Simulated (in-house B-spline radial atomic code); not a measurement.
**Kr²⁸⁺: excited configurations**

Wanted: excitation energies of Kr²⁸⁺ as differences of total energies (ΔSCF).

Method: Dirac-Hartree-Fock, average of configuration, Fermi nucleus, basis-set limit. Code: in-house B-spline radial atomic code version 1.

**1. The system**

| Item | Value |
| --- | --- |
| element | krypton (Z = 36) |
| charge | +28 |
| electrons | 8 |
| configuration | [He] 2s2 2p4 |
| Hamiltonian | Dirac-Coulomb |
| nucleus | Fermi, rms radius 4.188 fm |

Outer shells as boxes (Hund's rule):

[He] 2s2 2p4
```
[He] core
2s [↑↓]
2p [↑↓][↑ ][↑ ]
```

The boxes draw the filling by Hund's rule, which heavy ions in jj coupling don't follow; these runs average over all states of the configuration.

Input settings:

```ini
Z = 36
electrons = 8.0
configuration = [He] 2s2 2p4
hamiltonian = dirac
method = hf
spin_polarised = False
nucleus = fermi
rms_radius = 4.1884
mass_number = 84
atomic_mass = 83.91149772708
speed_of_light = 137.035999084
```

This reference run was done before. Its total energy is -2104.517926 hartree, and its levels are (the highest eight at most):

| orbital | occupation | energy (eV) | <r> (bohr) |
| --- | --- | --- | --- |
| 1s1/2 | 2 | -16095.8 | 0.04135 |
| 2s1/2 | 2 | -3425.69 | 0.1759 |
| 2p1/2 | 1.33333 | -3286.94 | 0.1499 |
| 2p3/2 | 2.66667 | -3227.75 | 0.1534 |

**2. [He] 2s2 2p2 3s1 4d1**

Input settings:

```ini
Z = 36
electrons = 8.0
configuration = [He] 2s2 2p2 3s1 4d1
hamiltonian = dirac
method = hf
spin_polarised = False
nucleus = fermi
rms_radius = 4.1884
mass_number = 84
atomic_mass = 83.91149772708
speed_of_light = 137.035999084
```

**3. Configuration [He] 2s1 2p3 3d1 4f1**

Changes to the settings of step 2:

```diff
@@ -2,3 +2,3 @@
 electrons = 8.0
-configuration = [He] 2s2 2p2 3s1 4d1
+configuration = [He] 2s1 2p3 3d1 4f1
 hamiltonian = dirac
```

**4. [He] 2p4 4s1 4d1**

Changes to the settings of step 3:

```diff
@@ -2,3 +2,3 @@
 electrons = 8.0
-configuration = [He] 2s1 2p3 3d1 4f1
+configuration = [He] 2p4 4s1 4d1
 hamiltonian = dirac
```

Before running: How far above the reference does each configuration lie (order and size, in eV)?

The runs gave:

| net move | configuration | energy above the reference (eV) | with Breit, QED, recoil (eV) | largest <r> (bohr) |
| --- | --- | --- | --- | --- |
| 2×2p → 3s, 4d | [He] 2s2 2p2 3s1 4d1 | 4411.15 | 4407.39 | 0.701 |
| 2p, 2s → 3d, 4f | [He] 2s1 2p3 3d1 4f1 | 4693.69 | 4688.18 | 0.614 |
| 2×2s → 4d, 4s | [He] 2p4 4s1 4d1 | 5422.98 | 5416.92 | 0.755 |

**Reading.** At the bottom stands 2×2p → 3s, 4d (4411.15 eV), at the top 2×2s → 4d, 4s (5422.98 eV). Koopmans' estimate of the ionisation threshold is 3227.75 eV; 3 configurations exceed it by over 2 % and could autoionise. These are averages over configurations, without correlation, not spectroscopic levels.
